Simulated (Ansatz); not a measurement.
# C₂H₄BFO: how energies converge with the basis set

Aim: see how fast density functionals converge with the basis set for C₂H₄BFO.

The runs use Ansatz 0.2.0, Gaussian basis; one geometry, several basis sets.

Levels to be run: PBE0-D4/def2-SVP; ωB97M-V/def2-SVP; PBE0-D4/def2-QZVPP; ωB97M-V/def2-QZVPP; the functionals' def2-TZVPP values are taken from earlier runs.

### Step 1. The relaxed structure

All runs share one geometry, relaxed beforehand with PBE0-D4 in a triple-zeta def2 set.

SMILES `CC1(F)BO1`, 9 atoms, charge 0, spin multiplicity 1.

Atoms are counted from 1 here; the program's logs count them from 0.

Bond lengths: C1–C2 1.488 Å, C1–H6 1.090 Å, C1–H7 1.091 Å, C1–H8 1.093 Å, C2–F3 1.363 Å, C2–B4 1.511 Å, C2–O5 1.464 Å, B4–O5 1.337 Å, B4–H9 1.183 Å. Angles: C2–C1–H6 110.6°, C2–C1–H7 109.6°, C2–C1–H8 110.0°, H6–C1–H7 108.7°, H6–C1–H8 109.1°, H7–C1–H8 108.7°, C1–C2–F3 110.8°, C1–C2–B4 130.8°, C1–C2–O5 115.4°, F3–C2–B4 117.9°, F3–C2–O5 110.3°, B4–C2–O5 53.4°, C2–B4–O5 61.5°, C2–B4–H9 161.4°, O5–B4–H9 137.1°, C2–O5–B4 65.1°.

### Step 2. PBE0-D4 in def2-SVP

The input, in.yaml:

```yaml
crystal:
  periodic: [false, false, false]
  atoms:
    - {symbol: C, position_ang: [-0.202390, -0.740800, -0.874354]}
    - {symbol: C, position_ang: [0.416096, 0.157087, 0.138299]}
    - {symbol: F, position_ang: [1.756913, 0.277389, -0.076630]}
    - {symbol: B, position_ang: [-0.154949, 0.769204, 1.395989]}
    - {symbol: O, position_ang: [-0.199724, 1.479721, 0.263938]}
    - {symbol: H, position_ang: [-1.280386, -0.800847, -0.726954]}
    - {symbol: H, position_ang: [0.219693, -1.742723, -0.782766]}
    - {symbol: H, position_ang: [0.001263, -0.366076, -1.881089]}
    - {symbol: H, position_ang: [-0.468016, 0.920746, 2.526468]}
basis:
  gaussian: {orbitals: def2-SVP}
hamiltonian: {xc: pbe0, dispersion: d4}
output: {orbitals: {seedname: orbitals}}
```

On the command line:

```console
$ ansatz run in.yaml --threads 2 --pin off --events-out ev --progress --plain --max-ram 4352MiB
```

After this run come: ωB97M-V in def2-SVP; PBE0-D4 in def2-QZVPP; ωB97M-V in def2-QZVPP.

**Question.** What will the summary of the whole plan be? Wanted: PBE0-D4: double and triple zeta above quadruple; ωB97M-V: double and triple zeta above quadruple.

The runs gave:

| quantity | value |
| --- | --- |
| PBE0-D4: double and triple zeta above quadruple | 9.23, 0.41 eV |
| ωB97M-V: double and triple zeta above quadruple | 9.47, 0.39 eV |

**Reading.** PBE0-D4 gains 8.81 eV from double to triple zeta, then 0.41 eV more. Total energies overstate the basis error of differences, where much of it tends to cancel. The LUMO of ωB97M-V is positive and keeps falling with the basis (1.53 to 0.94 eV): an unbound level that the basis holds in place.
